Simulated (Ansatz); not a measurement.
**CH4BSb (SMILES B=[CH][SbH2]): functionals against CCSD(T) at one geometry**

An exercise on one series of results from a longer session: the logs are not shown, and one member is left open.

Computed with Ansatz 0.2.0, Gaussian basis. Level: single points in def2-TZVPP.

Cores are frozen in the correlated methods. Filled d shells of the heavier atoms are correlated. Core potentials replace the inner electrons past krypton, and spin-orbit coupling is left out.

### The starting structure

SMILES `B=[CH][SbH2]`, 7 atoms, charge 0, spin multiplicity 1.

Atoms are counted from 1 here; the program's logs count them from 0.

Bond lengths: B1–C2 1.397 Å, B1–H4 1.108 Å, C2–Sb3 2.261 Å, C2–H5 0.979 Å, Sb3–H6 1.701 Å, Sb3–H7 1.669 Å. Angles: C2–B1–H4 176.3°, B1–C2–Sb3 109.7°, B1–C2–H5 143.4°, Sb3–C2–H5 106.8°, C2–Sb3–H6 97.7°, C2–Sb3–H7 92.0°, H6–Sb3–H7 90.2°.

Coordinates:

```
atom    x (Å)    y (Å)    z (Å)
  B1  -1.1873   0.2033  -0.7626
  C2  -0.4510  -0.8770  -0.2708
 Sb3   0.9664  -0.1619   1.3385
  H4  -1.7999   1.0669  -1.0880
  H5  -0.2715  -1.8305  -0.4026
  H6   0.4662   1.4637   1.3753
  H7   2.1407   0.2176   0.2154
```

The first run:

run/in.yaml reads:

```yaml
crystal:
  periodic: [false, false, false]
  atoms:
    - {symbol: B, position_ang: [-1.187300, 0.203300, -0.762600]}
    - {symbol: C, position_ang: [-0.451000, -0.877000, -0.270800]}
    - {symbol: Sb, position_ang: [0.966400, -0.161900, 1.338500]}
    - {symbol: H, position_ang: [-1.799900, 1.066900, -1.088000]}
    - {symbol: H, position_ang: [-0.271500, -1.830500, -0.402600]}
    - {symbol: H, position_ang: [0.466200, 1.463700, 1.375300]}
    - {symbol: H, position_ang: [2.140700, 0.217600, 0.215400]}
basis:
  gaussian: {orbitals: def2-TZVPP}
correlation: {method: ccsd_t}
output: {forces: true}
```

No record of the launch command was kept for these runs.

Steps of the session up to this table: CCSD(T)/def2-TZVPP; PBE0-D4/def2-TZVPP; wB97M-V/def2-TZVPP; r2SCAN-D4/def2-TZVPP; PBE-D4/def2-TZVPP; HSE06-D4/def2-TZVPP; r2SCAN0-D4/def2-TZVPP.

One of the session's tables, all rows but one given; the rest of the session is left out.

| method | RMS force component (eV/Å) | angle to CCSD(T) forces (°) | dipole (D) |
| --- | --- | --- | --- |
| CCSD(T) | 1.930 | reference | 0.49 |
| PBE0-D4 | 2.072 | 4.4 | 0.48 |
| wB97M-V | ? | ? | ? |
| r2SCAN-D4 | 2.027 | 4.6 | 0.48 |
| PBE-D4 | 2.034 | 5.8 | 0.64 |
| HSE06-D4 | 2.068 | 4.3 | 0.48 |
| r2SCAN0-D4 | 2.061 | 5.3 | 0.42 |

**Question.** Estimate the row for wB97M-V.

The run gave: RMS force component (eV/Å): 2.053; angle to CCSD(T) forces (°): 4.7; dipole (D): 0.44. In the column «RMS force component (eV/Å)» it lies between PBE-D4 (2.034) and r2SCAN0-D4 (2.061).
